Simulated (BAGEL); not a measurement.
# InPH6 (SMILES [PH3+][InH3-]), step by step

Wanted: a single-point energy (HF/x2c-SVPall), then the energy (NEVPT2(2,2)/x2c-SVPall) of InPH6. 

The results are computed with BAGEL 1.2.2.

1 further run of the same task is left out (set aside as unsound or not needed).

## Step 1: Starting point

InPH6: 8 atoms, total charge 0, spin state singlet. As SMILES, `[PH3+][InH3-]`. Geometry: relaxed at PBE0-D4/def2-TZVP.

Bond lengths: P1–In2 2.782 Å, P1–H3 1.411 Å, P1–H4 1.411 Å, P1–H5 1.411 Å, In2–H6 1.731 Å, In2–H7 1.731 Å, In2–H8 1.731 Å. Some angles: P1–In2–H6 95.3°, P1–In2–H7 95.1°, P1–In2–H8 95.2°, In2–P1–H3 119.8°, In2–P1–H4 119.6°, In2–P1–H5 119.7°, H6–In2–H7 119.2°, H6–In2–H8 119.2°, H7–In2–H8 119.2°, H3–P1–H4 97.6°.

## Step 2: The energy at HF/x2c-SVPall (DKH2, density fitting with AutoAux) (run 1)

job.json

```json
{ "bagel": [

{
  "title": "molecule",
  "basis": "x2c-svpall.json",
  "df_basis": "x2c-svpall-autoaux.json",
  "dkh": "true",
  "geometry": [
    { "atom": "P", "xyz": [ -1.12112916,  0.11830441, -1.94001363 ] },
    { "atom": "In", "xyz": [  1.55340023, -0.18877608,  2.57529798 ] },
    { "atom": "H", "xyz": [ -3.77468258, -0.14587930, -1.93094294 ] },
    { "atom": "H", "xyz": [ -0.60258831, -1.61703109, -3.89682503 ] },
    { "atom": "H", "xyz": [ -0.99546237,  2.34421282, -3.40303959 ] },
    { "atom": "H", "xyz": [  0.04407597,  2.34477973,  3.99089182 ] },
    { "atom": "H", "xyz": [  4.49017824,  0.26588447,  1.20734602 ] },
    { "atom": "H", "xyz": [  0.58094716, -3.22915644,  3.29150418 ] }
  ]
},
{ "title": "hf" },
{ "title": "print", "file": "orbitals.molden", "orbitals": "true" }

]}
```

The basis set x2c-SVPall is read from a file made from the Basis Set Exchange's data (not shown).

The run is started by

```sh
$ BAGEL_NUM_THREADS=1 BAGEL job.json > job.out
```

Standard output:

```text
* using 1 threads per process

  ===============================================================
  ===============================================================

  *** Geometry ***

  { "atom" : "P", "xyz" : [     -1.121129,      0.118304,     -1.940014 ] },
  { "atom" : "In", "xyz" : [      1.553400,     -0.188776,      2.575298 ] },
  { "atom" : "H", "xyz" : [     -3.774683,     -0.145879,     -1.930943 ] },
  { "atom" : "H", "xyz" : [     -0.602588,     -1.617031,     -3.896825 ] },
  { "atom" : "H", "xyz" : [     -0.995462,      2.344213,     -3.403040 ] },
  { "atom" : "H", "xyz" : [      0.044076,      2.344780,      3.990892 ] },
  { "atom" : "H", "xyz" : [      4.490178,      0.265884,      1.207346 ] },
  { "atom" : "H", "xyz" : [      0.580947,     -3.229156,      3.291504 ] },

  Number of auxiliary basis functions:      647

  Since a DF basis is specified, we compute 2- and 3-index integrals:
    o Being stored without compression. Storage requirement is 0.037 GB

  Number of basis functions:       84
  Number of electrons      :       70

    * METHOD: MOLECULE                             0.39

  *** RHF ***

  === Nuclear Repulsion ===
   232.1141173665

      * DIIS with orbital gradients will be used.

  === RHF iteration (x2c-svpall.json) ===
      0      -6220.99825236          0.00633285           0.15
      1      -6221.03697071          0.00182860           0.14
      2      -6221.04016761          0.00047262           0.14
      3      -6221.04037147          0.00006710           0.15
      4      -6221.04037738          0.00001499           0.14
      5      -6221.04037768          0.00000242           0.14
      6      -6221.04037769          0.00000044           0.14
      7      -6221.04037769          0.00000011           0.14
      8      -6221.04037769          0.00000002           0.14
      9      -6221.04037769          0.00000001           0.14
    * SCF iteration converged.

    * Permanent dipole moment:
           (    0.790492,    -0.090482,     1.334091) a.u.

    * METHOD: HF                                   1.92

    * METHOD: PRINT                                0.02

  ===============================================================
```

Run time: 2.5 s. Hardware: 1 thread of Arm Neoverse V1, shared host; peak memory 0.17 GiB.

## Step 3: The energy at NEVPT2(2,2)/x2c-SVPall (DKH2, density fitting with AutoAux) (run 2)

calc.json

```json
{ "bagel" : [

{
  "title" : "molecule",
  "basis" : "x2c-svpall.json",
  "df_basis" : "x2c-svpall-autoaux.json",
  "angstrom" : "false",
  "dkh" : "true",
  "geometry" : [
    { "atom" : "P", "xyz" : [    -1.12112916,     0.11830441,    -1.94001363 ] },
    { "atom" : "In", "xyz" : [     1.55340023,    -0.18877608,     2.57529798 ] },
    { "atom" : "H", "xyz" : [    -3.77468258,    -0.14587930,    -1.93094294 ] },
    { "atom" : "H", "xyz" : [    -0.60258831,    -1.61703109,    -3.89682503 ] },
    { "atom" : "H", "xyz" : [    -0.99546237,     2.34421282,    -3.40303959 ] },
    { "atom" : "H", "xyz" : [     0.04407597,     2.34477973,     3.99089182 ] },
    { "atom" : "H", "xyz" : [     4.49017824,     0.26588447,     1.20734602 ] },
    { "atom" : "H", "xyz" : [     0.58094716,    -3.22915644,     3.29150418 ] }
  ]
},

{
  "title" : "hf"
},

{
  "title" : "nevpt2",
  "nstate" : 1,
  "nact" : 2,
  "nclosed" : 34,
  "active" : [35, 40],
  "maxiter" : 200,
  "natocc" : "true",
  "ncore" : 23
},

{
  "title" : "print",
  "file" : "orbitals.molden",
  "orbitals" : "true"
}

]}
```

The basis set x2c-SVPall is read from a file made from the Basis Set Exchange's data (not shown).

The run is started by

```sh
$ BAGEL_NUM_THREADS=1 BAGEL calc.json > calc.out
```

Standard output:

```text
* using 1 threads per process

  ===============================================================
  ===============================================================

  *** Geometry ***

  { "atom" : "P", "xyz" : [     -1.121129,      0.118304,     -1.940014 ] },
  { "atom" : "In", "xyz" : [      1.553400,     -0.188776,      2.575298 ] },
  { "atom" : "H", "xyz" : [     -3.774683,     -0.145879,     -1.930943 ] },
  { "atom" : "H", "xyz" : [     -0.602588,     -1.617031,     -3.896825 ] },
  { "atom" : "H", "xyz" : [     -0.995462,      2.344213,     -3.403040 ] },
  { "atom" : "H", "xyz" : [      0.044076,      2.344780,      3.990892 ] },
  { "atom" : "H", "xyz" : [      4.490178,      0.265884,      1.207346 ] },
  { "atom" : "H", "xyz" : [      0.580947,     -3.229156,      3.291504 ] },

  Number of auxiliary basis functions:      647

  Since a DF basis is specified, we compute 2- and 3-index integrals:
    o Being stored without compression. Storage requirement is 0.037 GB

  Number of basis functions:       84
  Number of electrons      :       70

    * METHOD: MOLECULE                             0.39

  *** RHF ***

  === Nuclear Repulsion ===
   232.1141173665

      * DIIS with orbital gradients will be used.

  === RHF iteration (x2c-svpall.json) ===
      0      -6220.99825236          0.00633285           0.14
      1      -6221.03697071          0.00182860           0.13
      2      -6221.04016761          0.00047262           0.13
      3      -6221.04037147          0.00006710           0.14
      4      -6221.04037738          0.00001499           0.14
      5      -6221.04037768          0.00000242           0.14
      6      -6221.04037769          0.00000044           0.13
      7      -6221.04037769          0.00000011           0.13
      8      -6221.04037769          0.00000002           0.13
      9      -6221.04037769          0.00000001           0.13
    * SCF iteration converged.

    * Permanent dipole moment:
           (    0.790492,    -0.090482,     1.334091) a.u.

    * METHOD: HF                                   1.82

    * freezing 23 orbitals
  ---------------------------
      CASSCF calculation
  ---------------------------

    ==== Active orbitals : =====
         Orbital 35
         Orbital 40
    ============================

    * nstate   :      1
    * nclosed  :     34
    * nact     :      2
    * nvirt    :     48
  === CASSCF iteration (x2c-svpall.json) ===

    * Using the second-order algorithm

      0  0     -6221.04069344     6.48e-05      0.03

      1  0     -6221.04389257     4.97e-04      0.55

      2  0     -6221.05362628     9.21e-04      0.55

      3  0     -6221.05511027     1.38e-04      0.63

      4  0     -6221.05515481     5.13e-05      0.62

      5  0     -6221.05515701     1.55e-05      0.64

      6  0     -6221.05515716     4.32e-06      0.66

      7  0     -6221.05515717     1.17e-06      0.64

      8  0     -6221.05515717     3.12e-07      0.67

      9  0     -6221.05515717     8.31e-08      0.64

     10  0     -6221.05515717     2.21e-08      0.59

     11  0     -6221.05515717     5.89e-09      0.55

    * Second-order optimization converged. *

     guess   0:   closed 1.                   open ..

  === FCI iteration ===

      0  0     -6221.04012369     6.49e-02      0.00
      1  0     -6221.05514332     1.53e-03      0.00
      2  0 *   -6221.05515717     1.39e-16      0.00

     * ci vector, state   0, <S^2> = 0.0000
       2.     0.9933627009
       .2    -0.1150241039

  === DF-NEVPT2 calculation ===

    * 3-index integral transformation done
    * assembly done

      NEVPT2 correlation energy:   -0.2438722251      0.12

          (+0)     -0.1986829149
          (+0)'    -0.0169031059
          (+1)     -0.0042904765
          (+1)'    -0.0030586872
          (+2)     -0.0001507666
          (-1)     -0.0113622246
          (-1)'    -0.0012200160
          (-2)     -0.0082040334

      NEVPT2 total energy:       -6221.2990293964

    * METHOD: NEVPT2                               7.57

    * METHOD: PRINT                                0.02

  ===============================================================
```

It took 10 s on 1 thread of Arm Neoverse V1, shared host; peak memory 0.18 GiB.

## Step 4: Results

| quantity | value |
| --- | --- |
| run 1, HF/x2c-SVPall: total energy | -6221.04038 Eh |
| run 1, HF/x2c-SVPall: dipole moment | 3.95 D |
| run 1, HF/x2c-SVPall: HOMO energy | -10.44 eV |
| run 1, HF/x2c-SVPall: LUMO energy | 2.58 eV |
| run 1, HF/x2c-SVPall: HOMO–LUMO gap | 13.02 eV |
| run 2, NEVPT2(2,2)/x2c-SVPall: total energy | -6221.29903 Eh |
